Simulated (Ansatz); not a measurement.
Os, space group Fm-3m: cell relaxations under several functionals, run with the Python package of Ansatz (0.2.0).

The script, `os_run.py`:
```python
'''Relaxed cell of Os under several functionals.'''

import warnings

import ansatz as az
import numpy as np

def edges_and_angles(cell):
    cell = np.asarray(cell)
    a, b, c = np.linalg.norm(cell, axis=1)
    cosines = cell[1] @ cell[2] / (b * c), cell[0] @ cell[2] / (a * c), cell[0] @ cell[1] / (a * b)
    return (a, b, c, *np.degrees(np.arccos(cosines)))

warnings.simplefilter('ignore', az.DeckWarning)

structure = (
    az.Lattice.of((0.0, 1.945, 1.945), (1.945, 0.0, 1.945), (1.945, 1.945, 0.0))
    .atom('Os', (0.0, 0.0, 0.0))
)

calculation = (
    structure.calculation()
    .basis(21 * az.Ha)
    .kpoints(10)
    .occupations('cold', width=150 * az.meV)
    .relax(cell=True, force_tolerance=0.02)
)

levels = [('pbesol', 'none'), ('blyp', 'd3bj'), ('lda', 'none')]
print('level            a       b       c    alpha   beta  gamma  V/atom  steps')
for name, dispersion in levels:
    seen = []
    run = calculation.functional(name, dispersion=dispersion).session().plan()
    res = run.execute(on_event=lambda e: seen.append(e) if e['event'] == 'relax_step' else None)
    cell = res.lattice.cell_ang
    label = name if dispersion == 'none' else f'{name}+{dispersion}'
    print('{:13s} {:7.4f} {:7.4f} {:7.4f} {:6.2f} {:6.2f} {:6.2f}'.format(label, *edges_and_angles(cell)), f'{abs(np.linalg.det(cell)) / len(res.lattice.sites):7.3f} {len(seen):5d}')
```

Rank the levels of theory by the volume of the relaxed cell.

From smallest to largest: LDA (13.76 Å³ an atom, -6.5 % against the start), PBEsol (13.96 Å³ an atom, -5.1 % against the start) and BLYP+D3BJ (14.29 Å³ an atom, -2.9 % against the start). The spread is 3.9 % in volume.

The run itself:

Running `python os_run.py` prints:
```text
level            a       b       c    alpha   beta  gamma  V/atom  steps
pbesol         2.7026  2.7026  2.7026  60.00  60.00  60.00  13.959     6
blyp+d3bj      2.7240  2.7240  2.7240  60.00  60.00  60.00  14.292     6
lda            2.6898  2.6898  2.6898  60.00  60.00  60.00  13.761     5
```

Reading the output:
- BLYP and dispersion corrections can be off by several per cent in the lattices of metals, and by several GPa in the pressure at a fixed cell.
- The mesh is modest for a metal, so energies can be off by several to tens of meV an atom and pressures by half a GPa or more; differences at equal mesh fare better.
- Edges and angles are those of the cell as typed, here a primitive one, not of the conventional cell.
- Spin-orbit coupling, which matters for elements this heavy, is left out.
- This isn't the structure that Os takes at ambient conditions.
- Timing: 14 s on 1 thread of Arm Neoverse V1, on a shared host, peak memory 0.37 GiB.

(Lines on the test bed's own set-up are left out of the output.)
